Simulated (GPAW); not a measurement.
# Pb2O (Pn-3m) in GPAW: convergence with density grid spacing (A)

Aim: find how far density grid spacing (A) must go before the results for Pb2O settle, at PBE. This setting moves, with any that are tied to it; all else stays.

All numbers are computed with GPAW 26.7.0; they aren't measurements. Logs are shortened: lines on timing, memory, paths and dates and some standing lists are left out, and cuts for length are marked. The log counts tension as positive stress, the text compression.

## Step 1: The structure

The structure is cubic, space group Pn-3m (No. 224). Conventional cell: a = 5.380 Å, b = 5.380 Å, c = 5.380 Å, α = 90.00°, β = 90.00°, γ = 90.00°. Pb (site symmetry -3m) has 2 O at 2.33 Å as nearest neighbours. O (site symmetry -43m) has 4 Pb at 2.33 Å as nearest neighbours.

## Step 2: With density grid spacing (A) 0.24

File run.py:

```python
from ase.dft.bandgap import bandgap
from ase.io import read, write
from ase.units import GPa
from gpaw import GPAW, PW

atoms = read('POSCAR')

calc = GPAW(mode=PW(800),
            h=0.24,
            xc='PBE',
            kpts={'size': (4, 4, 4), 'gamma': True},
            occupations={'name': 'fermi-dirac', 'width': 0.05},
            nbands=53,
            convergence={'density': 1e-05, 'energy': 1e-05},
            maxiter=100,
            txt='gpaw.txt')
atoms.calc = calc
energy = atoms.get_potential_energy()
forces = atoms.get_forces()
stress = atoms.get_stress()
calc.write('gs.gpw')
write('result.traj', atoms)
print(f'Energy: {energy:.6f} eV')
print('Forces (eV/A):')
print(forces.round(4))
print('Stress (GPa):', (stress / GPa).round(3))
print('Fermi level:', round(calc.get_fermi_level(), 4), 'eV')
print(f'Gap: {bandgap(calc)[0]:.4f} eV, direct: {bandgap(calc, direct=True)[0]:.4f} eV')
```

File POSCAR:

```
Pb2O
1.0
    5.3800000000      0.0000000000      0.0000000000
    0.0000000000      5.3800000000      0.0000000000
    0.0000000000      0.0000000000      5.3800000000
Pb O
4 2
Direct
    0.7500000000      0.2500000000      0.7500000000
    0.2500000000      0.7500000000      0.7500000000
    0.7500000000      0.7500000000      0.2500000000
    0.2500000000      0.2500000000      0.2500000000
    0.5000000000      0.5000000000      0.5000000000
    0.0000000000      0.0000000000      0.0000000000
```

Potentials or basis: GPAW PAW data sets (gpaw-data 1.2.1), pw.

The run is started by

```
$ OMP_NUM_THREADS=1 python run.py
```

Run time: 1.7 s. Hardware: 1 thread of Arm Neoverse V1, shared host; peak memory 0.17 GiB.

The input was rejected before any iteration.

## Step 3: With density grid spacing (A) 0.2

Changes to run.py since step 2:

```diff
@@ -8,3 +8,3 @@
 calc = GPAW(mode=PW(800),
-            h=0.24,
+            h=0.2,
             xc='PBE',
```

POSCAR is that of step 2.

Potentials or basis: GPAW PAW data sets (gpaw-data 1.2.1), pw.

The run is started by

```
$ OMP_NUM_THREADS=1 python run.py
```

gpaw.txt:

```text
__  _  _
 | _ |_)|_||  |
 |__||  | ||/\| - 26.7.0

Input parameters:
  mode=PW(ecut=800.0),
  convergence={'density': 1e-05, 'energy': 1e-05},
  h=0.2,
  kpts=MonkhorstPack(size=(4, 4, 4), gamma=True),
  maxiter=100,
  nbands=53,
  occupations=Occupations(name='fermi-dirac', width=0.05),
  xc=XC(name='PBE')

Diagonalizing LCAO Hamiltonian
Converting LCAO to pw mode
    .------------.
   /|            |
  / |            |
 *  |  Pb        |
 |  |      Pb    |
 |  |    O       |
 |  |        Pb  |
 |  .Pb----------.
 | /            /
 |/            /
 O------------*

Atoms  # Å, Bohr magnetons
|   | symbol |        x |        y |        z |    initial magnetic moments |
|---|--------|----------|----------|----------|-----------------------------|
| 0 |     Pb | 4.035000 | 1.345000 | 4.035000 | ( 0.0000,  0.0000,  0.0000) |
| 1 |     Pb | 1.345000 | 4.035000 | 4.035000 | ( 0.0000,  0.0000,  0.0000) |
| 2 |     Pb | 4.035000 | 4.035000 | 1.345000 | ( 0.0000,  0.0000,  0.0000) |
| 3 |     Pb | 1.345000 | 1.345000 | 1.345000 | ( 0.0000,  0.0000,  0.0000) |
| 4 |      O | 2.690000 | 2.690000 | 2.690000 | ( 0.0000,  0.0000,  0.0000) |
| 5 |      O | 0.000000 | 0.000000 | 0.000000 | ( 0.0000,  0.0000,  0.0000) |

Unit cell  # Å
| periodic |        x |        y |        z |  lengths |    angles |
|----------|----------|----------|----------|----------|-----------|
|      yes | 5.380000 | 0.000000 | 0.000000 | 5.380000 | 90.000000 |
|      yes | 0.000000 | 5.380000 | 0.000000 | 5.380000 | 90.000000 |
|      yes | 0.000000 | 0.000000 | 5.380000 | 5.380000 | 90.000000 |

Number of symmetries: 24
Symmetry operations  # r_c * U_cc + t_c -> r_c
|    | kind |            matrix            |
|----|------|------------------------------|
|  0 |  E   |  1, 0, 0,  0, 1, 0,  0, 0, 1 |
|  1 |  σ   |  1, 0, 0,  0, 0, 1,  0, 1, 0 |
|  2 |  σ   |  1, 0, 0,  0, 0,-1,  0,-1, 0 |
|  3 |  C2  |  1, 0, 0,  0,-1, 0,  0, 0,-1 |
|  4 |  σ   |  0, 1, 0,  1, 0, 0,  0, 0, 1 |
|  5 |  C3  |  0, 1, 0,  0, 0, 1,  1, 0, 0 |
|  6 |  C3  |  0, 1, 0,  0, 0,-1, -1, 0, 0 |
|  7 |  S4  |  0, 1, 0, -1, 0, 0,  0, 0,-1 |
|  8 |  C3  |  0, 0, 1,  1, 0, 0,  0, 1, 0 |
|  9 |  σ   |  0, 0, 1,  0, 1, 0,  1, 0, 0 |
| 10 |  S4  |  0, 0, 1,  0,-1, 0, -1, 0, 0 |
| 11 |  C3  |  0, 0, 1, -1, 0, 0,  0,-1, 0 |
| 12 |  C3  |  0, 0,-1,  1, 0, 0,  0,-1, 0 |
| 13 |  σ   |  0, 0,-1,  0, 1, 0, -1, 0, 0 |
| 14 |  S4  |  0, 0,-1,  0,-1, 0,  1, 0, 0 |
| 15 |  C3  |  0, 0,-1, -1, 0, 0,  0, 1, 0 |
| 16 |  S4  |  0,-1, 0,  1, 0, 0,  0, 0,-1 |
| 17 |  C3  |  0,-1, 0,  0, 0, 1, -1, 0, 0 |
| 18 |  C3  |  0,-1, 0,  0, 0,-1,  1, 0, 0 |
| 19 |  σ   |  0,-1, 0, -1, 0, 0,  0, 0, 1 |
| 20 |  C2  | -1, 0, 0,  0, 1, 0,  0, 0,-1 |
| 21 |  S4  | -1, 0, 0,  0, 0, 1,  0,-1, 0 |
| 22 |  S4  | -1, 0, 0,  0, 0,-1,  0, 1, 0 |
| 23 |  C2  | -1, 0, 0,  0,-1, 0,  0, 0, 1 |

BZ-sampling:
  Number of BZ points: 64
  Number of IBZ points: 10

  Monkhorst-Pack size: [4, 4, 4]
  Monkhorst-Pack shift: [0.125, 0.125, 0.125]

K-points  # in reciprocal-cell coordinates
|   |                                coordinates |     weight |
|---|--------------------------------------------|------------|
| 0 | (  0.00000000,   0.00000000,   0.00000000) | 0.01562500 |
| 1 | (  0.25000000,   0.00000000,   0.00000000) | 0.09375000 |
| 2 | (  0.25000000,   0.25000000,   0.00000000) | 0.18750000 |
| 3 | (  0.25000000,   0.25000000,   0.25000000) | 0.12500000 |
| 4 | (  0.50000000,   0.00000000,   0.00000000) | 0.04687500 |
| 5 | (  0.50000000,   0.25000000,   0.00000000) | 0.18750000 |
| 6 | (  0.50000000,   0.25000000,   0.25000000) | 0.18750000 |
| 7 | (  0.50000000,   0.50000000,   0.00000000) | 0.04687500 |
| 8 | (  0.50000000,   0.50000000,   0.25000000) | 0.09375000 |
| 9 | (  0.50000000,   0.50000000,   0.50000000) | 0.01562500 |

Plane wave coefficients: 8025
Cutoff: 800.0 eV

Spin-components: 1 (collinear spins)
Bands:           53
Projectors:      34
Spin-degeneracy: 2
Datatype:        complex128

Parallelization:
  kpt:    1
  domain: 1
  band:   1

Density:
  Valence electrons: 68.0
  Components: 1
  Grid points: [27 27 27]
  Charge: 0.0  # |e|

Potential:
  Grid points: [27 27 27]

species:
  Pb:
    name:    Lead
    Z:       82.0
    valence: 14
    core:    68
    charge:  0.0  # [|e|]
    compensation charges:
      type: gauss
      rc: 0.38  # [Å]
      lmax: 2
    cutoffs:
      filter: 2.36  # [Å]
      core: 2.43  # [Å]
    projectors
    | kind |    occ | energy [eV] | rcut [Å] |
    |------|--------|-------------|----------|
    |   6s |  2.000 |     -11.969 |    1.259 |
    |   6p |  2.000 |      -3.506 |    1.275 |
    |   5d | 10.000 |     -21.211 |    1.217 |
    |    s |        |      15.243 |    1.259 |
    |    p |        |      23.705 |    1.275 |
    |    d |        |       6.001 |    1.217 |

    Using partial waves for Pb as LCAO basis

  O:
    name:    Oxygen
    Z:       8.0
    valence: 6
    core:    2
    charge:  0.0  # [|e|]
    compensation charges:
      type: gauss
      rc: 0.21  # [Å]
      lmax: 2
    cutoffs:
      filter: 1.17  # [Å]
      core: 0.83  # [Å]
    projectors
    | kind |    occ | energy [eV] | rcut [Å] |
    |------|--------|-------------|----------|
    |   2s |  2.000 |     -23.961 |    0.688 |
    |   2p |  4.000 |      -9.029 |    0.598 |
    |    s |        |       3.251 |    0.688 |
    |    p |        |      18.182 |    0.598 |
    |    d |        |       0.000 |    0.619 |

    Using partial waves for O as LCAO basis

Reference energy: -2273179.558059  # eV

eigensolver:
  PPCG
  Converge bands: occupied
  niter=2

density mixing:
  MSR1-Mixer
  Pratt-step length: 0.05
  Maximum mixing coefficient: 0.75
  Old densities: 10
  SVD Regularization: 0.005
  Good broyden scale: 1.0
  Trust region scale: 1.0
  Backstep threshold: 4.0
  History deletion threshold: 6.0
  Fourier metric: weight=20.0, sigma=0.015

occupation numbers:
  Fermi-Dirac:
    width: 0.0500  # eV

poisson solver:
  ecut: 6400.0  # eV

xc functional:
  name: PBE with 2 nearest neighbor stencil

convergence criteria:
- Maximum integral of absolute [dens]ity change: 1e-05 electrons / valence electron
- Maximum [total energy] change in last 3 cyles: 1e-05 eV / valence electron
- Maximum integral of absolute [eigenst]ate change: 4e-08 eV^2 / valence electron
maximum number of iterations: 100

SCF iterations
|iter     | |      energy | eigst |  dens |
|---------|-|-------------|-------|-------|
|iter:   1| |  -33.207104 | +0.24 |       |
|iter:   2| |  -31.539995 | -0.97 | -1.16 |
|iter:   3| |  -28.173529 | -0.48 | -1.22 |
|iter:   4| |  -28.079346 | -1.89 | -1.71 |
|iter:   5| |  -28.289080 | -1.56 | -1.86 |
|iter:   6| |  -28.062531 | -1.89 | -1.72 |
|iter:   7| |  -28.060795 | -2.98 | -2.71 |
|iter:   8| |  -28.059434 | -3.45 | -2.62 |
|iter:   9| |  -28.059055 | -4.84 | -3.24 |
|iter:  10| |  -28.059010c| -5.71 | -3.94 |
|iter:  11| |  -28.059014c| -7.13 | -4.38 |
|iter:  12| |  -28.059021c| -7.53c| -4.56 |
|iter:  13| |  -28.059022c| -8.24c| -5.69c|

Converged in 13 steps
Energy contributions relative to reference atoms: (reference = -2273179.558059)

Energy contributions:
  Kinetic:          66.410593
  Coulomb:         -65.830380
  Zero:              0.220638
  External:          0.000000
  Xc:              -28.848790
  Entropy:          -0.022165
  Spinorbit:         0.000000
  ----------------------------
  Free energy:     -28.070104
  Extrapolated:    -28.059022

dipole moment: (-15.129844, -15.129844, -15.129844)  # |e|*Ang

Fermi level: 5.288
Eigenvalues  # (at kpt = [0.000, 0.000, 0.000])
| band index |      eig [eV] | occ [0-2] |
|------------|---------------|-----------|
|          0 |       -13.153 |     2.000 |
|        ... |               |           |
|         26 |         1.526 |     2.000 |
|         27 |         1.526 |     2.000 |
|         28 |         1.526 |     2.000 |
|         29 |         3.370 |     2.000 |
|         30 |         3.370 |     2.000 |
|         31 |         4.865 |     2.000 |
[... 8 lines left out ...]
|         40 |        10.883 |     0.000 |
|         41 |        11.125 |     0.000 |
|        ... |               |           |
|         52 |        18.535 |     0.000 |

No gap
No difference between direct/indirect transitions

Forces  # eV/Ang
|        x |        y |        z |
|----------|----------|----------|
| -0.01094 |  0.01094 | -0.01094 |  # Pb   0
|  0.01094 | -0.01094 | -0.01094 |  # Pb   1
| -0.01094 | -0.01094 |  0.01094 |  # Pb   2
|  0.01094 |  0.01094 |  0.01094 |  # Pb   3
|  0.00000 | -0.00000 |  0.00000 |  # O    4
| -0.00000 |  0.00000 |  0.00000 |  # O    5

Stress tensor  # eV/Ang^3
|         x |         y |         z |
|-----------|-----------|-----------|
| -0.016724 |  0.000000 |  0.000000 |
|  0.000000 | -0.016724 | -0.000000 |
|  0.000000 | -0.000000 | -0.016724 |

# Writing to gs.gpw (mode='')
```

stdout:

```text
Energy: -28.059022 eV
Forces (eV/A):
[[-0.0109  0.0109 -0.0109]
 [ 0.0109 -0.0109 -0.0109]
 [-0.0109 -0.0109  0.0109]
 [ 0.0109  0.0109  0.0109]
 [ 0.     -0.      0.    ]
 [-0.      0.      0.    ]]
Stress (GPa): [-2.68 -2.68 -2.68 -0.    0.    0.  ]
Fermi level: 5.2884 eV
Gap: 0.0000 eV, direct: 0.0000 eV
```

Run time: 77 s. Hardware: 1 thread of Arm Neoverse V1, shared host; peak memory 0.29 GiB.

Results:

- Free energy: -28.0701 eV
- Pressure: 2.7 GPa
- Band gap on the k mesh: none (metal or under the smearing width)

## Step 4: With density grid spacing (A) 0.17

Changes to run.py since step 3:

```diff
@@ -8,3 +8,3 @@
 calc = GPAW(mode=PW(800),
-            h=0.2,
+            h=0.17,
             xc='PBE',
```

POSCAR is that of step 3.

The run is started by

```
$ OMP_NUM_THREADS=1 python run.py
```

Run time: 75 s. Hardware: 1 thread of Arm Neoverse V1, shared host; peak memory 0.29 GiB.

Results:

```
Free energy            : -27.9992 eV
Pressure               : 2.3 GPa
Band gap on the k mesh : none (metal or under the smearing width)
```

## Step 5: With density grid spacing (A) 0.15

Changes to run.py since step 4:

```diff
@@ -8,3 +8,3 @@
 calc = GPAW(mode=PW(800),
-            h=0.17,
+            h=0.15,
             xc='PBE',
```

POSCAR is that of step 4.

The run is started by

```
$ OMP_NUM_THREADS=1 python run.py
```

It took 1.7 min on 1 thread of Arm Neoverse V1, shared host; peak memory 0.32 GiB.

Results (log left out):

```yaml
Free_energy: -27.9956 eV
Pressure: 2.3 GPa
Band_gap_on_the_k_mesh: none (metal or under the smearing width)
```

## Step 6: With density grid spacing (A) 0.13

Changes to run.py since step 5:

```diff
@@ -8,3 +8,3 @@
 calc = GPAW(mode=PW(800),
-            h=0.15,
+            h=0.13,
             xc='PBE',
```

POSCAR is that of step 5.

Potentials or basis: GPAW PAW data sets (gpaw-data 1.2.1), pw.

The run is started by

```
$ OMP_NUM_THREADS=1 python run.py
```

It took 2.3 min on 1 thread of Arm Neoverse V1, shared host; peak memory 0.37 GiB.

Results (log left out):

```yaml
Free_energy: -27.9953 eV
Pressure: 2.3 GPa
Band_gap_on_the_k_mesh: none (metal or under the smearing width)
```

## Step 7: With density grid spacing (A) 0.11

Changes to run.py since step 6:

```diff
@@ -8,3 +8,3 @@
 calc = GPAW(mode=PW(800),
-            h=0.13,
+            h=0.11,
             xc='PBE',
```

POSCAR is that of step 6.

The run is started by

```
$ OMP_NUM_THREADS=1 python run.py
```

Wall time 3.4 min (1 thread of Arm Neoverse V1, shared host); peak memory 0.47 GiB.

Results (log left out):

- Free energy: -27.9950 eV
- Pressure: 2.3 GPa
- Band gap on the k mesh: none (metal or under the smearing width)

## Step 8: With density grid spacing (A) 0.09

Changes to run.py since step 7:

```diff
@@ -8,3 +8,3 @@
 calc = GPAW(mode=PW(800),
-            h=0.11,
+            h=0.09,
             xc='PBE',
```

POSCAR is that of step 7.

The run is started by

```
$ OMP_NUM_THREADS=1 python run.py
```

Wall time 5.2 min (1 thread of Arm Neoverse V1, shared host); peak memory 0.66 GiB.

Results (log left out):

- Free energy: -27.9949 eV
- Pressure: 2.3 GPa
- Band gap on the k mesh: none (metal or under the smearing width)

## Step 9: The series at a glance

```csv
density grid spacing (A),"energy less the tightest run, at zero smearing (meV/atom)",pressure (GPa),SCF cycles,CPU time (s),peak memory (GiB)
0.24,refused,-,-,-,-
0.2,-12.53,2.68,13,77,0.29
0.17,-0.71,2.34,13,75,0.29
0.15,-0.12,2.32,13,100,0.32
0.13,-0.06,2.32,13,140,0.37
0.11,-0.02,2.32,13,210,0.47
0.09,0.00,2.32,13,310,0.66
```

Against the tightest run, the energy stays within 1 meV/atom from 0.17 on; the pressure stays within 0.1 GPa from 0.17 on. The tightest run that finished is the yardstick and may itself not be fully converged.
